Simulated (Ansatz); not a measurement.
A nudged elastic band was laid between two geometries of a periodic cell of 21 atoms, H₂C₁₈O (surface graphene monolayer, adsorbate H2O).

Theory: DFT LDA, scalar-relativistic, plane waves, PAW (Ansatz). Settings: PAW set soft_1, cutoff 420 eV, k mesh 2x2x1, gaussian smearing 0.05 eV, no spin polarisation.

```json
{
  "movable images": "5",
  "climbing image": "yes",
  "spring": "5.0 eV/Å²",
  "optimiser": "quadratic models (default)",
  "start path": "IDPP",
  "force threshold": "0.05 eV/Å",
  "iteration limit": "80",
  "end points": "relaxed"
}
```

Image 0:

```xyz
21
Lattice="7.3980 0.0000 0.0000 -3.6990 6.4069 0.0000 0.0000 0.0000 13.0000" Properties=species:S:1:pos:R:3
C 0.069 0.028 0.782
C 1.292 0.734 0.781
C -1.179 2.161 0.781
C 0.068 2.880 0.778
C -2.407 4.310 0.781
C -1.180 5.020 0.781
C 2.519 0.025 0.782
C 3.767 0.746 0.782
C 1.292 2.174 0.777
C 2.520 2.883 0.778
C 0.067 4.298 0.779
C 1.292 5.005 0.783
C 4.991 0.041 0.783
C 6.219 0.749 0.782
C 3.768 2.163 0.781
C 4.991 2.869 0.781
C 2.521 4.296 0.781
C 3.768 5.017 0.782
O 0.977 3.713 3.765
H 1.092 4.260 2.966
H 1.687 3.995 4.364
```

Image 6:

```xyz
21
Lattice="7.3980 0.0000 0.0000 -3.6990 6.4069 0.0000 0.0000 0.0000 13.0000" Properties=species:S:1:pos:R:3
C -0.072 0.021 0.903
C 1.150 0.731 0.835
C -1.355 2.140 0.951
C -0.085 2.874 1.236
C -2.551 4.314 0.901
C -1.324 5.016 0.835
C 2.381 0.026 0.798
C 3.611 0.737 0.795
C 1.180 2.154 0.912
C 2.367 2.845 0.911
C -0.075 4.331 0.918
C 1.114 5.015 0.917
C 4.841 0.031 0.833
C 6.060 0.741 0.897
C 3.613 2.155 0.828
C 4.839 2.856 0.895
C 2.370 4.294 1.314
C 3.640 5.026 0.965
O 2.274 4.305 2.767
H -0.053 2.889 2.359
H 3.064 3.844 3.111
```

Q: What changes between the two ends?

A: Contacts lost: O19–H20. Contacts made: C4–H20, C17–O19. The atom that moves furthest is H20, by 1.89 Å.

Q: What energy profile does the band end with?

A: It converged. The highest image is number 4 of 0 to 6, 2.94 eV above the first end and 0.93 eV above the last; the last end lies 2.02 eV above the first. Neighbouring images differ by up to 2.6 eV, so the band resolves the path poorly. By the program's own check the climbing image is of a kind that is not told: the force calls were inconclusive, a negative curvature could not be distinguished from the path's own, the only one lies far off the path, or fixed occupations may fill a level only in part (lowest curvatures found: -12.40 and 0.44 eV/Å²). Limits of this set-up: coarse k mesh, slab without dipole correction, no dispersion correction for a molecule that may bind weakly, PAW files made for another functional.

```
image  path coordinate (Å)  energy (eV)  O19–H20 (Å)  C4–H20 (Å)  C17–O19 (Å)
    0                 0.00         0.00         0.98        2.78         3.41
    1                 0.84         0.01         0.97        2.65         3.39
    2                 1.69         0.02         0.97        2.41         3.17
    3                 2.53         0.36         0.99        2.06         2.55
    4                 3.37         2.94         1.57        1.33         1.80
    5                 4.08         2.14         2.37        1.13         1.47
    6                 4.79         2.02         2.75        1.12         1.46
```

Q: What is the geometry of the highest image?

A: 
```xyz
21
Lattice="7.3980 0.0000 0.0000 -3.6990 6.4069 0.0000 0.0000 0.0000 13.0000" Properties=species:S:1:pos:R:3:forces:R:3
C -0.038 0.048 0.971 0.00 0.00 0.00
C 1.188 0.756 0.849 0.00 0.00 0.00
C -1.273 2.196 1.046 0.00 0.00 0.00
C -0.001 2.930 1.127 0.00 0.00 0.00
C -2.516 4.341 0.973 0.00 0.00 0.00
C -1.290 5.049 0.853 0.00 0.00 0.00
C 2.426 0.060 0.814 0.00 0.00 0.00
C 3.660 0.773 0.807 0.00 0.00 0.00
C 1.221 2.181 0.832 0.00 0.00 0.00
C 2.426 2.878 0.835 0.01 0.00 0.00
C -0.037 4.365 0.837 0.00 0.00 0.00
C 1.166 5.061 0.829 0.00 0.01 0.00
C 4.894 0.075 0.840 0.00 0.00 0.00
C 6.118 0.784 0.962 0.00 0.00 0.00
C 3.673 2.191 0.844 0.00 0.00 0.00
C 4.899 2.897 0.965 0.00 0.00 0.00
C 2.377 4.306 1.172 -0.01 0.00 0.01
C 3.653 5.041 1.062 0.00 0.00 0.00
O 1.812 4.067 2.860 0.00 -0.01 -0.01
H 0.592 3.285 2.258 0.01 0.01 0.00
H 2.421 3.399 3.235 0.00 0.00 0.00
```

Time of the run: 14 min on 1 thread of Intel(R) Xeon(R) 6975P-C (Granite Rapids), on a shared host, peak memory 1 GiB.
